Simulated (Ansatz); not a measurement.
# La3Hf (Pm-3m) in Ansatz: convergence with k mesh

Aim: find how far k mesh must go before the results for La3Hf settle, at PBEsol. This setting moves, with any that are tied to it; all else stays.

Everything below comes from runs of Ansatz 0.2.0. Logs are shortened: lines on timing, memory, paths and dates and some standing lists are left out, and cuts for length are marked.

**1. The crystal as given**

It takes space group Pm-3m (No. 221, cubic). The conventional cell has a = 5.045 Å, b = 5.045 Å, c = 5.045 Å, α = 90.00°, β = 90.00°, γ = 90.00°. Hf (site symmetry m-3m) is surrounded by 12 La at 3.57 Å. Around La (site symmetry 4/mmm) lie 4 Hf at 3.57 Å and 8 La at 3.57 Å.

The cell comes from a database or a generator and needn't be the stable form of this composition.

**2. With k mesh 2 × 2 × 2**

Input file input.yaml:

```yaml
crystal:
  lattice:
    - [5.045132, 0.0, 0.0]
    - [0.0, 5.045132, 0.0]
    - [0.0, 0.0, 5.045132]
  atoms:
    - { symbol: Hf, position: [0.0, 0.0, 0.0] }
    - { symbol: La, position: [0.5, 0.5, 0.0] }
    - { symbol: La, position: [0.5, 0.0, 0.5] }
    - { symbol: La, position: [0.0, 0.5, 0.5] }
hamiltonian:
  xc: pbesol
  pseudopotentials: { kind: nc }
kpoints:
  mp_grid: { grid: [2, 2, 2] }
scf:
  occupations: { method: gaussian, width: 0.05 }
output:
  forces: true
  stress: true
  eigenvalues: true
```

Potentials or basis: PseudoDojo standard (PBEsol files).

On the command line:

```console
$ ansatz run input.yaml --threads 2 --pin off --max-ram 5632MiB --backend cpu --events-out ev --progress --plain --runs-dir out
```

Run time: 5.4 s. Hardware: 2 threads of Arm Neoverse V1, shared host; peak memory 0.7 GiB.

Results:

| Property | Result |
| --- | --- |
| Free energy | -4398.6042 eV |
| Pressure | -0.2 GPa |
| Band gap on the k mesh | none (metal or under the smearing width) |

**3. With k mesh 3 × 3 × 3**

input.yaml: that of step 2 with these lines changed.

```diff
@@ -14,3 +14,3 @@
 kpoints:
-  mp_grid: { grid: [2, 2, 2] }
+  mp_grid: { grid: [3, 3, 3] }
 scf:
```

Potentials or basis: PseudoDojo standard (PBEsol files).

On the command line:

```console
$ ansatz run input.yaml --threads 2 --pin off --max-ram 5632MiB --backend cpu --events-out ev --progress --plain --runs-dir out
```

Run time: 7.9 s. Hardware: 2 threads of Arm Neoverse V1, shared host; peak memory 0.71 GiB.

Results:

* Free energy: -4399.9339 eV
* Pressure: -3.5 GPa
* Band gap on the k mesh: none (metal or under the smearing width)

**4. With k mesh 4 × 4 × 4**

input.yaml: that of step 3 with these lines changed.

```diff
@@ -14,3 +14,3 @@
 kpoints:
-  mp_grid: { grid: [3, 3, 3] }
+  mp_grid: { grid: [4, 4, 4] }
 scf:
```

On the command line:

```console
$ ansatz run input.yaml --threads 2 --pin off --max-ram 5632MiB --backend cpu --events-out ev --progress --plain --runs-dir out
```

It took 17 s on 2 threads of Arm Neoverse V1, shared host; peak memory 0.79 GiB.

Results:

| Quantity | Value |
| --- | --- |
| Free energy | -4399.8368 eV |
| Pressure | -2.8 GPa |
| Band gap on the k mesh | none (metal or under the smearing width) |

**5. With k mesh 5 × 5 × 5**

input.yaml: that of step 4 with these lines changed.

```diff
@@ -14,3 +14,3 @@
 kpoints:
-  mp_grid: { grid: [4, 4, 4] }
+  mp_grid: { grid: [5, 5, 5] }
 scf:
```

On the command line:

```console
$ ansatz run input.yaml --threads 2 --pin off --max-ram 5632MiB --backend cpu --events-out ev --progress --plain --runs-dir out
```

Run time: 19 s. Hardware: 2 threads of Arm Neoverse V1, shared host; peak memory 0.79 GiB.

The run converged. Its results:

| Quantity | Value |
| --- | --- |
| Free energy | -4399.8080 eV |
| Pressure | -2.7 GPa |
| Band gap on the k mesh | none (metal or under the smearing width) |

**6. With k mesh 6 × 6 × 6**

input.yaml: that of step 5 with these lines changed.

```diff
@@ -14,3 +14,3 @@
 kpoints:
-  mp_grid: { grid: [5, 5, 5] }
+  mp_grid: { grid: [6, 6, 6] }
 scf:
```

Potentials or basis: PseudoDojo standard (PBEsol files).

On the command line:

```console
$ ansatz run input.yaml --threads 2 --pin off --max-ram 5632MiB --backend cpu --events-out ev --progress --plain --runs-dir out
```

Run time: 27 s. Hardware: 2 threads of Arm Neoverse V1, shared host; peak memory 0.88 GiB.

Results (log left out):

| Quantity | Value |
| --- | --- |
| Free energy | -4399.8159 eV |
| Pressure | -2.5 GPa |
| Band gap on the k mesh | none (metal or under the smearing width) |

**7. With k mesh 7 × 7 × 7**

input.yaml: that of step 6 with these lines changed.

```diff
@@ -14,3 +14,3 @@
 kpoints:
-  mp_grid: { grid: [6, 6, 6] }
+  mp_grid: { grid: [7, 7, 7] }
 scf:
```

On the command line:

```console
$ ansatz run input.yaml --threads 2 --pin off --max-ram 5632MiB --backend cpu --events-out ev --progress --plain --runs-dir out
```

It took 34 s on 2 threads of Arm Neoverse V1, shared host; peak memory 0.88 GiB.

Results (log left out):

| Item | Value |
| --- | --- |
| Free energy | -4399.8060 eV |
| Pressure | -2.6 GPa |
| Band gap on the k mesh | none (metal or under the smearing width) |

**8. With k mesh 9 × 9 × 9**

input.yaml: that of step 7 with these lines changed.

```diff
@@ -14,3 +14,3 @@
 kpoints:
-  mp_grid: { grid: [7, 7, 7] }
+  mp_grid: { grid: [9, 9, 9] }
 scf:
```

Potentials or basis: PseudoDojo standard (PBEsol files).

On the command line:

```console
$ ansatz run input.yaml --threads 2 --pin off --max-ram 5632MiB --backend cpu --events-out ev --progress --plain --runs-dir out
```

Standard output:

```text
Warning: RAYON_NUM_THREADS=2 ignored (pool sized by the plan → 2); use --threads N
Engine: ansatz 0.2.0, aarch64-unknown-linux-gnu
Pseudopotentials: kind: nc
Pseudopotential: Hf, nc, valence charge 12, recommended cutoff 789.130201 eV (normal), Hf.nc.azcp (PseudoDojo's, or run here from an input of PseudoDojo's: the run reads no file of this project's for it)
Pseudopotential: La, nc, valence charge 11, recommended cutoff 1496.626244 eV (normal), La.nc.azcp (PseudoDojo's, or run here from an input of PseudoDojo's: the run reads no file of this project's for it)
Functional definition: PBEsol
  exchange = pbesol_x
  correlation = pbesol_c
Crystal: 4 atoms, lattice volume = 128.416 Å³
Basis set: ecut = 1496.626244 eV, 16879 PW (Γ), exchange–correlation on 128×128×128 points (8 copies of the dense FFT grid, shifted against one another)
Bands: 27, of which v1, the nominal top of the filled ones, is band 23 counted from 1 (22 counted from 0)
Symmetry: 48 space group operations
Space group: Pm-3m (ITA 221), of the structure as read, at distance tolerance 5.0e-5 Å
k-points: 35 of 729
Non-local potential: Hf, projectors of the file, l = 0: 2, l = 1: 2, l = 2: 2, l = 3: 2
Non-local potential: La, projectors of the file, l = 0: 2, l = 1: 2, l = 2: 2, l = 3: 2
Initial density: superposition of atomic densities (chi_scale 0.1, normalization cell, long waves kept (reshape's long-wave potential 0.00 eV rms))
Initial wavefunctions: pseudopotential atomic-orbital guess
Functional: x = pbesol(κ = 0.804, μ = 0.12345679012345678), c = pbesol(β = 0.046)
SCF iter   1: F=—  HF=-4401.362938 eV  |F-HF|=—  |Δ(HF+E_count)|=         —  Δρ=3.89e-2  dr2=8.14e0  ethr=3.10e-3  ⟨swp⟩=29.8  Hψ=12084  notcnv=0
preconditioner: auto → Kerker (q_TF=auto, 2.291 Å⁻¹)  [metal: Δε(μ)=0.008 eV  Ē_g=10.812 eV  σ=0.050 eV  W_gap=0.09  n_scr=26 (ndim 8)  ℏωp=18.2 eV  f_vac=0.000  D(μ)=5.65/eV (n_scr^D=56)]
SCF iter   2: F=—  HF=-4399.965258 eV  |F-HF|=—  |Δ(HF+E_count)|=    1.40e0  Δρ=1.69e-2  dr2=1.38e0  ethr=3.10e-3  ⟨swp⟩=7.7  Hψ=2793  notcnv=0  defer=21
SCF iter   3: F=—  HF=-4399.830606 eV  |F-HF|=—  |Δ(HF+E_count)|=   1.35e-1  Δρ=7.40e-3  dr2=2.53e-1  ethr=3.06e-3  ⟨swp⟩=6.9  Hψ=2378  notcnv=0  defer=67
SCF iter   4: F=—  HF=-4399.817006 eV  |F-HF|=—  |Δ(HF+E_count)|=   1.36e-2  Δρ=5.10e-3  dr2=1.14e-1  ethr=5.62e-4  ⟨swp⟩=8.2  Hψ=2747  notcnv=0  defer=60
SCF iter   5: F=—  HF=-4399.813407 eV  |F-HF|=—  |Δ(HF+E_count)|=   3.60e-3  Δρ=3.90e-3  dr2=7.16e-2  ethr=2.54e-4  ⟨swp⟩=4.4  Hψ=1476  notcnv=0  defer=23
SCF iter   6: F=—  HF=-4399.806409 eV  |F-HF|=—  |Δ(HF+E_count)|=   7.00e-3  Δρ=1.04e-3  dr2=4.97e-3  ethr=1.59e-4  ⟨swp⟩=5.3  Hψ=1719  notcnv=0  defer=10
SCF iter   7: F=—  HF=-4399.808641 eV  |F-HF|=—  |Δ(HF+E_count)|=   2.23e-3  Δρ=1.61e-4  dr2=1.83e-5  ethr=1.10e-5  ⟨swp⟩=5.3  Hψ=2427  notcnv=0  defer=9
SCF iter   8: F=—  HF=-4399.809002 eV  |F-HF|=—  |Δ(HF+E_count)|=   3.60e-4  Δρ=3.62e-4  dr2=6.47e-4  ethr=4.06e-8  ⟨swp⟩=8.4  Hψ=3801  notcnv=0  defer=7
SCF iter   9: F=—  HF=-4399.808917 eV  |F-HF|=—  |Δ(HF+E_count)|=   8.48e-5  Δρ=4.55e-5  dr2=8.09e-6  ethr=4.06e-8  ⟨swp⟩=5.7  Hψ=2269  notcnv=0  defer=7
SCF iter  10: F=-4399.808916 eV  HF=-4399.808916 eV  |F-HF|=6.68e-8  |Δ(HF+E_count)|=   8.24e-7  Δρ=8.14e-6  dr2=7.76e-8  ethr=2.22e-10  ⟨swp⟩=48.8  Hψ=14584  notcnv=0
SCF 1 converged in 10 iterations: F = -4399.808916 eV  dr2 = 7.76e-8
SCF converged after 10 iterations
Free energy (F): -4399.808916 eV
Harris-Foulkes:  -4399.808916 eV  (|F-HF|=6.68e-8)
Internal energy: -4399.799804 eV  (E = F + TS)
E sigma→0 (E₀):  -4399.804360 eV
Entropy (-TS):   -0.009112 eV (-2.278 meV/atom)
Fermi energy:    12.137801 eV
--- Per-component energies (eV) ---
  E_band       = -266.827281
  E_kinetic    = 1090.232970
  E_local      = -1995.334299  (includes V_loc(G=0)·N_el)
  E_nonlocal   = 376.367694
  E_hartree    = 508.269657
  E_xc         = -1064.539244
  E_vxc        = -754.633188  (∫ρ·V_xc dr)
  E_ewald      = -3314.796583
  E_smearing   = -0.009112  (= −TS)
  E_closure    = -0.000000  (closes the sum)
  Σ components = -4399.808916   (vs F -4399.808916, Δ=0.00e0)
--- Forces (eV/Å), atoms counted from 1 ---
  atom   1  Hf    -0.00000000     0.00000000    -0.00000000
  atom   2  La     0.00000000    -0.00000000     0.00000000
  atom   3  La     0.00000000    -0.00000000     0.00000000
  atom   4  La     0.00000000     0.00000000     0.00000000
  max |Σ_I F_I| component: 1.42e-29 eV/Å
--- Stress (GPa, compression-positive) ---
       -2.544001       0.000000       0.000000
        0.000000      -2.544001       0.000000
        0.000000       0.000000      -2.544001
  P = ⅓ Tr σ = -2.5440 GPa (-25.440 kbar)
--- Band table (eV; the first three rows and the last of 35) ---
  k-point 0: bands = ["-50.4344", "-20.4568", "-20.1142", "-20.1142", "-18.9963", "-18.9963", "-18.9963", "-4.7412", "-4.7412", "-4.7412", "-3.8170", "-3.8170", "-3.8170", "-3.3731", "-3.3731", "-3.3731", "7.7774", "9.5809", "10.0556", "10.0556", "10.5254", "10.5254", "10.5254", "13.5376", "13.5376", "13.5376", "13.7561"]
  k-point 1: bands = ["-50.4344", "-20.4485", "-20.1240", "-20.1140", "-18.9963", "-18.9963", "-18.9951", "-4.7204", "-4.7204", "-4.7099", "-3.8278", "-3.8278", "-3.8242", "-3.4276", "-3.3917", "-3.3917", "7.9054", "9.6988", "10.1223", "10.1702", "10.5781", "10.6311", "10.6311", "13.2098", "13.5803", "13.5803", "13.8316"]
  k-point 2: bands = ["-50.4344", "-20.4250", "-20.1514", "-20.1135", "-18.9962", "-18.9962", "-18.9920", "-4.6626", "-4.6626", "-4.6171", "-3.8617", "-3.8617", "-3.8424", "-3.5782", "-3.4372", "-3.4372", "8.2681", "10.0232", "10.2987", "10.4901", "10.7345", "10.9382", "10.9382", "12.7382", "13.4808", "13.6923", "13.6923"]
  k-point 34: bands = ["-50.4344", "-20.2339", "-20.2230", "-20.2230", "-18.9980", "-18.9980", "-18.9974", "-5.2368", "-4.5868", "-4.5789", "-4.5789", "-3.4767", "-3.4767", "-3.3635", "-3.3635", "-3.3593", "8.6827", "10.4156", "10.4911", "10.4911", "12.9234", "12.9561", "12.9561", "13.2731", "13.2731", "13.4331", "13.4331"]
```

Wall time 57 s (2 threads of Arm Neoverse V1, shared host); peak memory 1 GiB.

What came out:

```
Free energy            : -4399.8089 eV
Pressure               : -2.5 GPa
Band gap on the k mesh : none (metal or under the smearing width)
```

**9. Result**

```csv
k mesh,"energy less the tightest run, at zero smearing (meV/atom)",pressure (GPa),SCF cycles,CPU time (s),peak memory (GiB)
2 × 2 × 2,305.86,-0.16,15,10,0.7
3 × 3 × 3,-31.53,-3.52,11,15,0.71
4 × 4 × 4,-7.61,-2.75,11,34,0.79
5 × 5 × 5,0.16,-2.67,12,38,0.79
6 × 6 × 6,-2.32,-2.49,10,53,0.88
7 × 7 × 7,0.69,-2.58,13,66,0.88
9 × 9 × 9,0.00,-2.54,10,110,1
```

Against the tightest run, the energy stays within 1 meV/atom from 7 × 7 × 7 on; the pressure stays within 0.1 GPa from 6 × 6 × 6 on. Meshes of other sizes hit other points, so gaps and Fermi surfaces needn't settle smoothly. The tightest run that finished is the yardstick and may itself not be fully converged.
